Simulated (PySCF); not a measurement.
# SiPb (triplet): changing the method

What do other methods print for SiPb (triplet)?

Method: method and basis as typed in the scripts; program: PySCF 2.14.0.

5 further runs of the same task are left out: 5 that didn't finish.

**1. Where the work starts**

SiPb (triplet): 2 atoms, charge 0, spin multiplicity 3.

Bond lengths: Si1–Pb2 2.510 Å.

**2. Base script**

File input.py:

```python
from pyscf import gto, dft

mol = gto.M(
    atom='Si 0 0 0; Pb 0 0 2.51',
    basis='lanl2dz',
    ecp={'Si': 'lanl2dz', 'Pb': 'lanl2dz'},
    charge=0,
    spin=2,
    symmetry=True,
    verbose=4,
)
mf = dft.UKS(mol, xc='lc_wpbe')
mf.kernel()
mf.dip_moment()
print('orbital energies (hartree):', [e[max(0, n-3):n+3].round(4) for e, n in zip(mf.mo_energy, mol.nelec)])
```

On the command line:

```bash
$ python input.py
```

**3. Frequency run (UHF)**

Edit 1 changes step after the SCF: none → frequency; SCF type: UKS → UHF; functional: lc_wpbe → none (Hartree–Fock).

input.py: that of step 2 with these lines changed.

```diff
@@ -1,2 +1,3 @@
-from pyscf import gto, dft
+from pyscf import gto, scf
+from pyscf.hessian import thermo
 
@@ -11,4 +12,6 @@
 )
-mf = dft.UKS(mol, xc='lc_wpbe')
+mf = scf.UHF(mol)
 mf.kernel()
+hess = mf.Hessian().kernel()
+print('wavenumber (cm^-1) =', thermo.harmonic_analysis(mol, hess)['freq_wavenumber'].round(1))
 mf.dip_moment()
```

**4. TDA**

Edit 2 changes step after the SCF: none → tda; number of roots: none → 8.

input.py: that of step 2 with these lines changed.

```diff
@@ -1,2 +1,2 @@
-from pyscf import gto, dft
+from pyscf import gto, dft, tdscf
 
@@ -13,2 +13,6 @@
 mf.kernel()
+td = tdscf.TDA(mf)
+td.nstates = 8
+td.kernel()
+td.analyze(verbose=3)
 mf.dip_moment()
```

**5. Olyp**

Edit 3 changes functional: lc_wpbe → olyp.

input.py: that of step 2 with these lines changed.

```diff
@@ -11,3 +11,3 @@
 )
-mf = dft.UKS(mol, xc='lc_wpbe')
+mf = dft.UKS(mol, xc='olyp')
 mf.kernel()
```

**6. RKS**

Edit 4 changes SCF type: UKS → RKS.

File input.py:

```python
from pyscf import gto, dft

mol = gto.M(
    atom='Si 0 0 0; Pb 0 0 2.51',
    basis='lanl2dz',
    ecp={'Si': 'lanl2dz', 'Pb': 'lanl2dz'},
    charge=0,
    spin=2,
    symmetry=True,
    verbose=4,
)
mf = dft.RKS(mol, xc='lc_wpbe')
mf.kernel()
mf.dip_moment()
print('orbital energies (hartree):', mf.mo_energy[..., max(0, mol.nelec[1]-3):mol.nelec[0]+3].round(4))
```

**7. MP2 (UHF)**

Edit 5 changes step after the SCF: none → mp2; SCF type: UKS → UHF; functional: lc_wpbe → none (Hartree–Fock).

input.py: that of step 2 with these lines changed.

```diff
@@ -1,2 +1,2 @@
-from pyscf import gto, dft
+from pyscf import gto, scf, mp
 
@@ -11,4 +11,5 @@
 )
-mf = dft.UKS(mol, xc='lc_wpbe')
+mf = scf.UHF(mol)
 mf.kernel()
+mp.MP2(mf).kernel()
 mf.dip_moment()
```

**Question.** What will these runs give? Wanted: for each run, E(SCF); from base; gap, α spin; SCF dipole; after the SCF.

**Answer**, as computed:

```
                run  E(SCF) (hartree)  from base (eV)  cycles  gap, α spin (eV)  SCF dipole (D)              after the SCF
               base         -7.269982               0      11              6.97            2.66                        n/a
frequency run (UHF)         -7.028455  not comparable      11              7.30            2.76      highest mode 372 cm⁻¹
                TDA         -7.269982          0.0000      11              6.97            2.66  lowest root found 0.17 eV
               olyp         -7.269725  not comparable      12              1.89            1.88                        n/a
                RKS         -7.269676         +0.0083       9               n/a            2.64                        n/a
          MP2 (UHF)         -7.028455  not comparable      11              7.30            2.76  MP2 correlation -1.456 eV
```

In words: A lower total energy from another functional means nothing by itself.
